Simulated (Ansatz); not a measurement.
# CH8Ge2: how energies converge with the basis set

One table from this session's results is given with a row withheld; the runs are named, their logs left out.

Method: one geometry, several basis sets; program: Ansatz 0.2.0, Gaussian basis.

Levels to be run: PBE0-D4/def2-SVP; ωB97M-V/def2-SVP; PBE0-D4/def2-QZVPP; ωB97M-V/def2-QZVPP; the functionals' def2-TZVPP values are taken from earlier runs.

## The geometry

The geometry comes from an earlier relaxation with PBE0-D4 in a triple-zeta def2 set; it is a stationary point, not always the lowest conformer.

SMILES `[CH3][GeH2][GeH3]`, 11 atoms, charge 0, spin multiplicity 1.

Atoms are counted from 1 here; the program's logs count them from 0.

Bond lengths: C1–Ge2 1.958 Å, C1–H4 1.091 Å, C1–H5 1.091 Å, C1–H6 1.091 Å, Ge2–Ge3 2.424 Å, Ge2–H7 1.542 Å, Ge2–H8 1.542 Å, Ge3–H9 1.539 Å, Ge3–H10 1.539 Å, Ge3–H11 1.538 Å. Angles: Ge2–C1–H4 110.2°, Ge2–C1–H5 110.2°, Ge2–C1–H6 110.2°, H4–C1–H5 108.7°, H4–C1–H6 108.7°, H5–C1–H6 108.7°, C1–Ge2–Ge3 110.9°, C1–Ge2–H7 109.8°, C1–Ge2–H8 109.8°, Ge3–Ge2–H7 109.3°, Ge3–Ge2–H8 109.3°, H7–Ge2–H8 107.7°, Ge2–Ge3–H9 110.4°, Ge2–Ge3–H10 110.4°, Ge2–Ge3–H11 111.4°, H9–Ge3–H10 107.9°, H9–Ge3–H11 108.2°, H10–Ge3–H11 108.2°.

Set-up of the first run:

File in.yaml:

```yaml
crystal:
  periodic: [false, false, false]
  atoms:
    - {symbol: C, position_ang: [-1.138395, 1.289966, -0.516079]}
    - {symbol: Ge, position_ang: [-0.370369, -0.506333, -0.645333]}
    - {symbol: Ge, position_ang: [1.378162, -0.818128, 1.003803]}
    - {symbol: H, position_ang: [-0.367893, 2.042413, -0.687501]}
    - {symbol: H, position_ang: [-1.566682, 1.446351, 0.474558]}
    - {symbol: H, position_ang: [-1.924337, 1.417152, -1.261559]}
    - {symbol: H, position_ang: [0.214831, -0.724926, -2.054970]}
    - {symbol: H, position_ang: [-1.471402, -1.563123, -0.425681]}
    - {symbol: H, position_ang: [0.817811, -0.623131, 2.424252]}
    - {symbol: H, position_ang: [2.504744, 0.209520, 0.793045]}
    - {symbol: H, position_ang: [1.988731, -2.226862, 0.916167]}
basis:
  gaussian: {orbitals: def2-SVP}
hamiltonian: {xc: pbe0, dispersion: d4}
output: {orbitals: {seedname: orbitals}}
```

Among the steps run: PBE0-D4 in def2-SVP; ωB97M-V in def2-SVP; PBE0-D4 in def2-QZVPP; ωB97M-V in def2-QZVPP.

One table of the session follows, with a row left open; its other results are not shown here.

It belongs to the step «Density functionals: the series». 

| functional | basis | HOMO (eV) | LUMO (eV) |
| --- | --- | --- | --- |
| PBE0-D4 | def2-SVP | -7.87 | 0.69 |
| PBE0-D4 | def2-TZVPP | -7.88 | 0.43 |
| PBE0-D4 | def2-QZVPP | -7.87 | 0.18 |
| ωB97M-V | def2-SVP | ? | ? |
| ωB97M-V | def2-TZVPP | -9.91 | 2.03 |
| ωB97M-V | def2-QZVPP | -9.90 | 1.49 |

**Question.** Estimate the row for ωB97M-V, def2-SVP.

As computed: HOMO (eV): -9.87; LUMO (eV): 2.45. In the column «HOMO (eV)» it lies between ωB97M-V, def2-QZVPP (-9.90) and PBE0-D4, def2-TZVPP (-7.88).
